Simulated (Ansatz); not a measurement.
Ni2SbTe in Ansatz: the effect of fixed moment

Ni2SbTe:

```xyz
4
Lattice="3.9656 0.0000 0.0000 -1.9828 3.4343 0.0000 0.0000 0.0000 5.2035" Properties=species:S:1:pos:R:3 pbc="T T T"
Te    0.0000    2.2896    0.0000
Sb    1.9828    1.1448    2.6017
Ni    0.0000    0.0000    1.3174
Ni    0.0000    0.0000    3.8861
```

The cell comes from a database or a generator and needn't be the stable form of this composition.

Alike in all runs:

```yaml
Program: Ansatz 0.2.0
Task: single point
Functional: PBE
Potentials_or_basis: Ansatz PAW
Cutoff: "420 eV (not typed: the program's choice for these potentials)"
k_mesh: 7 × 7 × 5
Occupations: fermi-dirac, width 0.05 eV
```

| fixed moment | spin | starting moments | energy over the lowest run (meV/atom) | pressure (GPa) |
| --- | --- | --- | --- | --- |
| 0 | collinear spin, program default start | - | 0.0 | 2.7 |
| 0.5 | collinear spin, ferromagnetic start | [0.0, 0.0, 0.25, 0.25] μB | 10.5 | 3.1 |
| 1 | collinear spin, ferromagnetic start | [0.0, 0.0, 0.5, 0.5] μB | 42.5 | 3.6 |
| 1.5 | collinear spin, ferromagnetic start | [0.0, 0.0, 0.75, 0.75] μB | 87.8 | 4.4 |
| 2 | collinear spin, ferromagnetic start | [0.0, 0.0, 1.0, 1.0] μB | ? | ? |
| 2.5 | collinear spin, ferromagnetic start | [0.0, 0.0, 1.25, 1.25] μB | 249.0 | 7.0 |
| 3 | collinear spin, ferromagnetic start | [0.0, 0.0, 1.5, 1.5] μB | 368.9 | 9.0 |
| 4 | collinear spin, ferromagnetic start | [0.0, 0.0, 2.0, 2.0] μB | 680.8 | 13.3 |

**Question.** What does the run with fixed moment 2 give?

**Answer.** Energy over the lowest run 153.6 meV/atom; pressure 5.4 GPa.

Worked out: A parabola through the other rows of the energy over the lowest run, of slope 168 meV/atom per unit of fixed moment there, gives 158.6 meV/atom, against the run's 153.6. A parabola through the other rows of the pressure, of slope 2.64 GPa per unit of fixed moment there, gives 5.6 GPa, against the run's 5.4.

Caveats: the total moment is fixed, so each spin has its own Fermi level; the thresholds are loose for stress.
